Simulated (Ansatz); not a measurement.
What does this script print? It uses the Python package of Ansatz (0.2.0).

Script `run_tae.py`:
```python
# -*- coding: utf-8 -*-
'''Atomisation energy of AgSi at the given geometry.'''

from collections import Counter
from dataclasses import dataclass

import ansatz as az


@dataclass(frozen=True)
class RunConfig:
    basis: str = 'def2-SVPD'
    functional: str = 'b3lyp'


settings = RunConfig()


def single_point(molecule, charge=0, unpaired=0):
    calc = (
        molecule.calculation()
        .basis(gaussian=settings.basis)  # the orbital basis, by name
        .functional(settings.functional)
    )
    if charge:
        calc = calc.charge(charge)
    if unpaired:
        calc = calc.spin('collinear', total=unpaired)
    report = calc.run(threads=1, pin='off').report
    if report['published_state_doubts']:
        print('  doubts:', report['published_state_doubts'])
    return report['free_energy_ev']

GEOMETRY = '''
Si    0.00000    0.00000    0.00000
Ag    0.00000    0.00000    2.45000
'''


def main():
    agsi = az.Crystal.molecule()
    for line in GEOMETRY.strip().splitlines():
        symbol, *xyz = line.split()
        agsi = agsi.atom(symbol, [float(v) for v in xyz])

    # Hund ground states
    unpaired = {'Si': 2, 'Ag': 1}
    counts = Counter(site.symbol for site in agsi.cartesian_sites)
    atom_energy = {s: single_point(az.Crystal.molecule().atom(s, (0, 0, 0)), 0, unpaired[s]) for s in counts}
    whole = single_point(agsi, 0, 1)
    for s, e in atom_energy.items():
        print(f'{s:2s} x{counts[s]}  {e:14.5f} eV')
    print(f'AgSi: {whole:.5f} eV')
    split = sum(counts[s] * e for s, e in atom_energy.items()) - whole
    print(f'atomisation energy (no zero-point term): {split:.3f} eV, {split / sum(counts.values()):.3f} eV an atom')


if __name__ == '__main__':
    main()
```

```console
$ python run_tae.py
Si x1     -7872.10678 eV
Ag x1     -3999.85126 eV
AgSi: -11873.76044 eV
atomisation energy (no zero-point term): 1.802 eV, 0.901 eV an atom
```

1.802 eV from the electronic energies, without the zero-point term.

Notes:
- Total energies depend on the basis set; only differences at equal settings carry meaning.
- The geometry is a force-field or estimated start, not a minimum of this method, and the basis set is short of its limit. All parts are taken at fixed geometry, without zero-point energy.
- def2 sets replace the cores of elements past krypton by effective core potentials.
- The species is open-shell (spin multiplicity 2).
- b3lyp holds the VWN-RPA fit, as in Gaussian; the form of ORCA and Turbomole is b3lyp5.
- The spin-orbit lowering of heavy atoms is left out.
- The spin state was assumed, and another may lie lower.
- Finished in 6.6 s on 1 thread of Arm Neoverse V1 (shared host), peak memory 0.19 GiB.
